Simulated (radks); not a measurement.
**Tl²⁺ in [Xe] 4f14 5d10 6s1: an all-electron calculation**

One table from this session's results is given with a row withheld; the runs are named, their logs left out.

Method: scalar-relativistic Kohn-Sham, PBEsol, spin-unpolarised, spherical densities, point nucleus. Code: radks (a radial shooting solver on a logarithmic mesh, Libxc functionals) version 1.

## The atom as given

```
element       : thallium (Z = 81)
charge        : +2
electrons     : 79
configuration : [Xe] 4f14 5d10 6s1
```

The outer shells:

Tl²⁺
```
[Xe] core
4f [↑↓][↑↓][↑↓][↑↓][↑↓][↑↓][↑↓]
5d [↑↓][↑↓][↑↓][↑↓][↑↓]
6s [↑ ]
```

Set-up of the first run:

Input:

```text
Z 81
configuration [Xe] 4f14 5d10 6s1
relativity scalar-relativistic
functional pbe_sol,pbe_sol
spin unpolarised
nucleus point
c 137.035999084
```

Launch:

```sh
> python run_ks.py task.json out
```

This one command runs every case of the session in turn.

One table of the session follows, with a row left open; its other results are not shown here.

It belongs to the step «Shells». From the orbitals of this run (lengths in bohr):

```
level      <r>  outermost maximum (interpolated)  90 % within  nodes
   1s        ?                                 ?            ?      ?
   2s  0.06875                            0.0581        0.107      1
   2p  0.06236                            0.0483        0.102      0
   3s   0.1776                             0.164        0.260      2
   3p   0.1793                             0.164        0.268      1
   3d   0.1625                             0.133        0.252      0
   4s   0.3917                             0.369        0.561      3
   4p   0.4177                             0.389        0.605      2
   4d   0.4399                             0.396        0.655      1
   5s   0.8767                             0.807         1.25      4
   4f   0.4677                             0.358        0.745      0
   5p    1.007                             0.904         1.46      3
   5d    1.362                              1.11         2.07      2
   6s    2.263                              1.99         3.27      5
```

Estimate the missing values for 1s.

The run gave: <r>: 0.01631; outermost maximum (interpolated): 0.0100; 90 % within: 0.0299; nodes: 0. In the column «<r>» it is the lowest.

Caveats from the session: Spin polarisation and multiplet splitting are left out.
